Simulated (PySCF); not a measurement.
# C6H12N2: the cost of one run

Programs: PySCF 2.14.0, with routines of our own; each step states its level. All values are computed. Atoms count from 0.

### 1 The starting structure

20 atoms, charge 0, multiplicity 1; geometry from: GFN2-xTB.

### 2 Magnetic properties: GIAO PBE0/pcSseg-1

The job: settings as JSON, then the geometry in Å.

```
{"job": {"kind": "mag", "xc": "PBE0", "basis": "pcSseg-1", "isotopologues": 2}, "charge": 0, "multiplicity": 1}
C      3.146056     0.054439    -0.468799
C      1.719931    -0.478660    -0.495592
C      0.703879     0.646450    -0.297888
N     -0.644573     0.166593    -0.429625
C     -1.251286    -0.614553     0.654592
C     -2.755074    -0.373749     0.460419
C     -2.720003     0.726718    -0.574339
N     -1.549630     0.991368    -0.991418
H      3.295638     0.783397    -1.261871
H      3.355043     0.537714     0.483149
H      3.857575    -0.756056    -0.605913
H      1.522867    -0.965342    -1.451913
H      1.594412    -1.223438     0.292737
H      0.862738     1.114623     0.688204
H      0.839514     1.409582    -1.066730
H     -0.971723    -1.665076     0.553892
H     -0.895226    -0.248277     1.627579
H     -3.268375    -0.064701     1.371706
H     -3.262668    -1.256206     0.065424
H     -3.584242     1.225853    -0.966346
```

Level: GIAO PBE0/pcSseg-1 magnetisability, rotational g tensor and spin-rotation constants, non-relativistic, gas phase.

Command:

```console
$ OMP_NUM_THREADS=1 python excited_run.py task.json out
```

One launch serves the whole session: the jobs run in the order shown.

Q: Estimate the wall time and peak memory of this first job on 1 thread of Arm Neoverse V2, shared host.

About 36 s, with a peak of 1 GiB.
